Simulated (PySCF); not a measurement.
**One shape, several levels: CH5B2ClO (SMILES BOB(C)Cl)**

Aim: a comparison of 6 runs (HF/def2-SVP, B3LYP/3-21G, B3LYP/6-31G*, SVWN5/def2-SVP, M06-2X/6-31+G*) of CH5B2ClO. Input form: a Python script.

Program for the calculation: PySCF 2.14.0.

## Step 1: Starting point

The species is CH5B2ClO (10 atoms), meant as a singlet with charge 0. As SMILES, `BOB(C)Cl`. The coordinates come from a GFN2-xTB relaxation. This is one conformer, not always the lowest.

Bond lengths: B1–O2 1.304 Å, O2–B3 1.301 Å, B3–C4 1.591 Å, B3–Cl5 1.763 Å, B1–H6 1.178 Å, B1–H7 1.178 Å, C4–H8 1.087 Å, C4–H9 1.088 Å, C4–H10 1.087 Å. Some angles: B1–O2–B3 177.9°, O2–B3–C4 123.7°, O2–B3–Cl5 117.2°, C4–B3–Cl5 119.1°, O2–B1–H6 119.2°, O2–B1–H7 119.1°, B3–C4–H8 111.3°, B3–C4–H9 111.0°, B3–C4–H10 111.8°, H6–B1–H7 121.7°.

## Step 2: Energy and forces at HF/def2-SVP (run 1)

The input, run.py:

```python
import pyscf.grad
from pyscf import gto

molecule = gto.M(
    atom='''
B     -2.845757     2.450824    -1.495907
O     -0.825508     1.157098    -0.932693
B      1.236656    -0.078726    -0.422108
C      1.443222    -2.159730     1.739115
Cl     3.929761     0.632548    -2.249435
H     -3.213763     4.390344    -0.468406
H     -4.269061     1.635142    -3.000243
H      2.179213    -3.930555     1.001423
H      2.741671    -1.561159     3.215577
H     -0.376433    -2.535805     2.612679
''',
    charge=0,
    max_memory=1860,
    verbose=3,
    unit='bohr',
    basis='def2-svp',
)

calc0 = molecule.RHF()
calc0.conv_tol = 1e-10
calc0.kernel()
if not calc0.converged:
    calc0 = calc0.newton().run(calc0.mo_coeff, calc0.mo_occ)

e_tot = calc0.e_tot
print('Final energy', e_tot)
grad = calc0.Gradients().kernel()
calc0.analyze()
```

Run with:

```sh
$ OMP_NUM_THREADS=1 python run.py
```

What it wrote:

```text
converged SCF energy = -624.381982782062
Final energy -624.3819827820619
[... 17 lines left out ...]
MO #9   energy= -7.64906855678015  occ= 2
[... 8 lines left out ...]
MO #18  energy= -0.561020532711405 occ= 2
[... 8 lines left out ...]
MO #27  energy= 0.244495482755501  occ= 0
[... 8 lines left out ...]
MO #36  energy= 0.398350732411632  occ= 0
[... 8 lines left out ...]
MO #45  energy= 0.838407940289779  occ= 0
[... 8 lines left out ...]
MO #54  energy= 1.0373162604238    occ= 0
[... 8 lines left out ...]
MO #63  energy= 1.41146531379211   occ= 0
[... 8 lines left out ...]
MO #72  energy= 1.74165317078209   occ= 0
[... 8 lines left out ...]
MO #81  energy= 2.14034011262137   occ= 0
[... 8 lines left out ...]
MO #90  energy= 2.84021307868045   occ= 0
[... 8 lines left out ...]
MO #99  energy= 4.06858723491696   occ= 0
[... 11 lines left out ...]
Dipole moment(X, Y, Z, Debye): -0.95991, -0.52988,  0.97501
```

It took 11 s on 1 thread of Intel Xeon at 2.70GHz, shared host; peak memory 0.21 GiB.

## Step 3: Energy and gradient at B3LYP/3-21G (run 2)

The input, calc.py:

```python
# BOB(C)Cl
import pyscf.grad
from pyscf import gto, dft

system = gto.M(
    atom=[
    ('B', (-1.505910, 1.296920, -0.791600)),
    ('O', (-0.436840, 0.612310, -0.493560)),
    ('B', (0.654410, -0.041660, -0.223370)),
    ('C', (0.763720, -1.142880, 0.920300)),
    ('Cl', (2.079540, 0.334730, -1.190350)),
    ('H', (-1.700650, 2.323270, -0.247870)),
    ('H', (-2.259090, 0.865280, -1.587660)),
    ('H', (1.153190, -2.079960, 0.529930)),
    ('H', (1.450830, -0.826130, 1.701610)),
    ('H', (-0.199200, -1.341890, 1.382570)),
],
    max_memory=1860,
    verbose=4,
    charge=0,
    basis='3-21g',
)

myscf = dft.RKS(system)
myscf.xc = 'b3lyp'
myscf.conv_tol = 1e-10
myscf.grids.level = 5
myscf.kernel()
if not myscf.converged:
    myscf = myscf.newton().run(myscf.mo_coeff, myscf.mo_occ)

e_final = myscf.e_tot
print('E(%s) = %.9f' % ('B3LYP', e_final))
grad = myscf.Gradients().kernel()
dip = myscf.dip_moment()
pop, q = myscf.mulliken_pop()
```

Run with:

```sh
$ OMP_NUM_THREADS=1 python calc.py
```

What it wrote:

```text
PySCF version 2.14.0

[... 76 lines left out ...]
converged SCF energy = -623.261441751843
[... 13 lines left out ...]
Dipole moment(X, Y, Z, Debye): -1.23627, -0.69704,  1.27084
[... 31 lines left out ...]
pop of  3 C 2px           0.56645
pop of  3 C 2py           0.56584
pop of  3 C 2pz           0.56631
pop of  3 C 3px           0.53234
pop of  3 C 3py           0.54633
pop of  3 C 3pz           0.53669
pop of  4 Cl 1s           1.99849
pop of  4 Cl 2s           1.95332
pop of  4 Cl 3s           1.17155
pop of  4 Cl 4s           0.85097
pop of  4 Cl 2px          1.96344
pop of  4 Cl 2py          1.96684
pop of  4 Cl 2pz          1.96518
pop of  4 Cl 3px          1.00521
pop of  4 Cl 3py          1.08119
pop of  4 Cl 3pz          1.04088
pop of  4 Cl 4px          0.63063
pop of  4 Cl 4py          0.81905
pop of  4 Cl 4pz          0.73586
pop of  5 H 1s            0.47114
pop of  5 H 2s            0.54690
pop of  6 H 1s            0.47112
pop of  6 H 2s            0.54713
pop of  7 H 1s            0.46455
pop of  7 H 2s            0.32034
pop of  8 H 1s            0.46389
pop of  8 H 2s            0.32108
pop of  9 H 1s            0.46992
pop of  9 H 2s            0.33452
 ** Mulliken atomic charges  **
charge of    0B =      0.29259
charge of    1O =     -0.49840
charge of    2B =      0.63505
charge of    3C =     -0.83603
charge of    4Cl =     -0.18261
charge of    5H =     -0.01804
charge of    6H =     -0.01825
charge of    7H =      0.21510
charge of    8H =      0.21502
charge of    9H =      0.19556
```

Run time: 24 s. Hardware: 1 thread of Intel Xeon at 2.70GHz, shared host; peak memory 0.6 GiB.

Runs 3 to 5 aren't shown in full; the table further down has their settings and results.

## Step 4: Energy and gradient at M06-2X/6-31+G(d) (spherical functions) (run 6)

The input, job.py:

```python
import pyscf.grad
from pyscf import gto, dft

system = gto.M(
    atom='''
B     -1.505910     1.296920    -0.791600
O     -0.436840     0.612310    -0.493560
B      0.654410    -0.041660    -0.223370
C      0.763720    -1.142880     0.920300
Cl     2.079540     0.334730    -1.190350
H     -1.700650     2.323270    -0.247870
H     -2.259090     0.865280    -1.587660
H      1.153190    -2.079960     0.529930
H      1.450830    -0.826130     1.701610
H     -0.199200    -1.341890     1.382570
''',
    verbose=4,
    basis='6-31+g*',
    spin=0,
    max_memory=1860,
)

mf = dft.RKS(system)
mf.xc = 'm06-2x'
mf.grids.level = 5
mf.conv_tol = 1e-10
mf.kernel()
if not mf.converged:
    mf = mf.newton().run(mf.mo_coeff, mf.mo_occ)

etot = mf.e_tot
print('Final energy', etot)
grad = mf.Gradients().kernel()
dip = mf.dip_moment()
pop, q = mf.mulliken_pop()
```

Run with:

```sh
$ OMP_NUM_THREADS=1 python job.py
```

What it wrote:

```text
PySCF version 2.14.0

[... 79 lines left out ...]
converged SCF energy = -626.258139895618
Final energy -626.2581398956179
[... 12 lines left out ...]
Dipole moment(X, Y, Z, Debye): -1.06742, -0.54358,  1.02915
[... 76 lines left out ...]
pop of  4 Cl 4s           0.55499
pop of  4 Cl 5s          -0.02154
pop of  4 Cl 2px          1.99221
pop of  4 Cl 2py          1.99337
pop of  4 Cl 2pz          1.99284
pop of  4 Cl 3px          1.16677
pop of  4 Cl 3py          1.27016
pop of  4 Cl 3pz          1.21788
pop of  4 Cl 4px          0.41293
pop of  4 Cl 4py          0.58620
pop of  4 Cl 4pz          0.51056
pop of  4 Cl 5px          0.00583
pop of  4 Cl 5py          0.01899
pop of  4 Cl 5pz          0.01317
pop of  4 Cl 3dxy         0.00307
pop of  4 Cl 3dyz         0.00134
pop of  4 Cl 3dz^2        0.00191
pop of  4 Cl 3dxz         0.00819
pop of  4 Cl 3dx2-y2      0.00449
pop of  5 H 1s            0.53007
pop of  5 H 2s            0.47824
pop of  6 H 1s            0.53006
pop of  6 H 2s            0.47852
pop of  7 H 1s            0.51572
pop of  7 H 2s            0.24478
pop of  8 H 1s            0.51515
pop of  8 H 2s            0.24344
pop of  9 H 1s            0.52047
pop of  9 H 2s            0.25773
 ** Mulliken atomic charges  **
charge of    0B =      0.29258
charge of    1O =     -0.57409
charge of    2B =      0.60107
charge of    3C =     -0.89293
charge of    4Cl =     -0.11244
charge of    5H =     -0.00831
charge of    6H =     -0.00858
charge of    7H =      0.23950
charge of    8H =      0.24141
charge of    9H =      0.22180
```

Run time: 89 s. Hardware: 1 thread of Intel Xeon at 2.70GHz, shared host; peak memory 1 GiB.

## Step 5: The series

```csv
run,level,integration grid,Cartesian functions,energy (Eh),dipole moment (D),HOMO energy (eV),LUMO energy (eV),wall time
1,HF/def2-SVP,–,no,-624.381983,1.47,-12.07,3.02,11 s
2,B3LYP/3-21G,5,no,-623.261442,1.91,-8.46,-0.86,24 s
3,B3LYP/6-31G* (spherical functions),5,no,-626.366356,1.54,-8.37,-0.66,41 s
4,B3LYP/6-31G* (Cartesian functions),5,yes,-626.372166,1.53,-8.36,-0.66,43 s
5,SVWN5/def2-SVP,5,no,-623.121304,1.20,-7.23,-2.00,41 s
6,M06-2X/6-31+G* (spherical functions),5,no,-626.258140,1.58,-10.11,-0.21,89 s
```

## Step 6: What came out

| quantity | value |
| --- | --- |
| run 6: total energy | -626.25814 Eh |
| run 6: dipole moment | 1.58 D |
| run 6: HOMO energy | -10.11 eV |
| run 6: LUMO energy | -0.21 eV |
| run 6: HOMO–LUMO gap | 9.90 eV |
| run 6: largest force on an atom | 2.007 eV/Å |

In words: The dipole moment (its size) runs from 1.20 D (SVWN5/def2-SVP) to 1.91 D (B3LYP/3-21G). The two ends differ in method and basis. The HOMO–LUMO gap runs from 5.24 eV (SVWN5/def2-SVP) to 15.09 eV (HF/def2-SVP). Exact exchange widens orbital gaps. Totals of different functionals can't be ranked against each other. All runs together took 4.2 min, the longest 89 s.
